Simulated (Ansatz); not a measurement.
**C3H5IO: a ladder of functionals and wavefunction methods**

The task here is to estimate one member of a computed series from the others.

Program: Ansatz 0.2.0, Gaussian basis. Level of theory: functionals in def2-TZVPP, the program's frozen cores in correlated methods. These are calculated values, not measurements.

The runs, in order: LDA (SPW92), PBE-D4, revPBE-D4, BLYP-D4, r2SCAN-D4, B97M-V, PBE0-D4, B3LYP-D4, r2SCANh-D4, r2SCAN0-D4, HSE06-D4, BHLYP-D4, CAM-B3LYP-D4, LC-ωPBE, ωB97X-V, ωB97M-V, B2PLYP, PBE-QIDH; CCSD(T)/def2-SVP; CCSD(T)/def2-TZVPP; MP2/def2-QZVPP; extrapolation to the limit; RPA on PBE.

**Structure used throughout**

All runs share one geometry, relaxed beforehand with PBE0-D4 in a triple-zeta def2 set. I takes the def2 core potential; no spin-orbit term is included.

SMILES `C/C(I)=C/O`, 10 atoms, charge 0, spin multiplicity 1.

Atoms are counted from 1 here; the program's logs count them from 0.

Bond lengths: C1–C2 1.486 Å, C1–H6 1.093 Å, C1–H7 1.094 Å, C1–H8 1.093 Å, C2–I3 2.097 Å, C2–C4 1.331 Å, C4–O5 1.339 Å, C4–H9 1.086 Å, O5–H10 0.970 Å. Angles: C2–C1–H6 111.7°, C2–C1–H7 109.5°, C2–C1–H8 111.7°, H6–C1–H7 108.1°, H6–C1–H8 107.5°, H7–C1–H8 108.1°, C1–C2–I3 116.7°, C1–C2–C4 125.3°, I3–C2–C4 118.0°, C2–C4–O5 128.5°, C2–C4–H9 119.4°, O5–C4–H9 112.1°, C4–O5–H10 108.6°.

Set-up of the first run:

Input file in.yaml:

```yaml
crystal:
  periodic: [false, false, false]
  atoms:
    - {symbol: C, position_ang: [-0.533100, -1.269577, 0.485733]}
    - {symbol: C, position_ang: [-0.171875, -0.008034, -0.211080]}
    - {symbol: I, position_ang: [-1.267989, 0.464768, -1.934739]}
    - {symbol: C, position_ang: [0.783858, 0.834786, 0.171785]}
    - {symbol: O, position_ang: [1.162467, 1.983473, -0.403790]}
    - {symbol: H, position_ang: [-1.573241, -1.261613, 0.822554]}
    - {symbol: H, position_ang: [0.107488, -1.399426, 1.362546]}
    - {symbol: H, position_ang: [-0.403402, -2.140587, -0.162285]}
    - {symbol: H, position_ang: [1.366020, 0.612377, 1.061492]}
    - {symbol: H, position_ang: [0.612975, 2.132433, -1.189315]}
basis:
  gaussian: {orbitals: def2-TZVPP}
hamiltonian: {xc: lda}
output: {orbitals: {seedname: orbitals}}
```

Launch:

```console
$ ansatz run in.yaml --threads 4 --pin off --events-out ev --progress --plain --max-ram 10444MiB
```

Steps of the session up to this table: LDA; PBE-D4 (GGA); revPBE-D4 (GGA); BLYP-D4 (GGA); r2SCAN-D4 (meta-GGA); B97M-V (meta-GGA); B3LYP-D4 (hybrid); r2SCANh-D4 (hybrid); r2SCAN0-D4 (hybrid); HSE06-D4 (hybrid); BHLYP-D4 (hybrid); CAM-B3LYP-D4 (range-separated); LC-ωPBE (range-separated); ωB97X-V (range-separated); ωB97M-V (range-separated); B2PLYP (double hybrid); PBE-QIDH (double hybrid).

One of the session's tables, all rows but one given; the rest of the session is left out.

It belongs to the step «Frontier levels by functional». 

| functional | HOMO (eV) | gap (eV) |
| --- | --- | --- |
| LDA (SPW92) | -5.53 | 3.68 |
| PBE-D4 | -5.35 | 3.72 |
| revPBE-D4 | -5.29 | 3.75 |
| BLYP-D4 | -5.21 | 3.68 |
| r2SCAN-D4 | -5.56 | 4.16 |
| B97M-V | -5.60 | 4.26 |
| PBE0-D4 | -6.49 | 5.78 |
| B3LYP-D4 | -6.29 | 5.33 |
| r2SCANh-D4 | -5.99 | 4.92 |
| r2SCAN0-D4 | -6.64 | 6.06 |
| HSE06-D4 | -6.10 | 5.01 |
| BHLYP-D4 | -7.49 | 7.75 |
| CAM-B3LYP-D4 | ? | ? |
| LC-ωPBE | -9.06 | 10.58 |
| ωB97X-V | -8.72 | 10.13 |
| ωB97M-V | -8.63 | 9.88 |

**Question.** Estimate the row for CAM-B3LYP-D4.

As computed: HOMO (eV): -7.77; gap (eV): 8.11. In the column «HOMO (eV)» it lies between ωB97M-V (-8.63) and BHLYP-D4 (-7.49).
